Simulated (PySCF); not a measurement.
# C3H7ClSi: the cost of one run

Computed with PySCF 2.14.0, with density-fitted response routines of our own, on a single molecule in the gas phase. Atoms are numbered from 0 throughout.

### Step 1. Starting geometry

12 atoms, charge 0, multiplicity 1; geometry from: PBE0-D3(BJ)/def2-SVP.

Bonds of the start (Å): Si0–C1 1.90, C1–C2 1.49, C2–C3 1.34, C3–Cl4 1.73, Si0–H5 1.50, Si0–H6 1.50, Si0–H7 1.49, C1–H8 1.10, C1–H9 1.10, C2–H10 1.10, C3–H11 1.09.

### Step 2. Shielding tensors: PBE0/pcSseg-2

What the job is given:

```
{"job": {"kind": "nmr", "xc": "PBE0", "basis": "pcSseg-2", "pop": false}, "charge": 0, "multiplicity": 1}
Si    -1.704946     0.104787    -0.249894
C     -0.183081    -0.164737     0.853026
C      1.030640     0.464377     0.266065
C      1.910412    -0.124143    -0.548988
Cl     1.786365    -1.778731    -1.038532
H     -2.908245    -0.520526     0.381347
H     -1.957328     1.569488    -0.414273
H     -1.476735    -0.502518    -1.593563
H     -0.044308    -1.251736     0.968815
H     -0.406838     0.257307     1.845723
H      1.217925     1.521235     0.485832
H      2.776768     0.390671    -0.967845
```

Method: GIAO PBE0/pcSseg-2 NMR shielding, non-relativistic, gas phase.

Started as:

```sh
$ OMP_NUM_THREADS=1 python probes_run.py task.json out
```

One launch serves the whole session: the jobs run in the order shown.

Q: Estimate the wall time and peak memory of this first job on 1 thread of Arm Neoverse V1, shared host.

About 45 s, with a peak of 1.2 GiB.
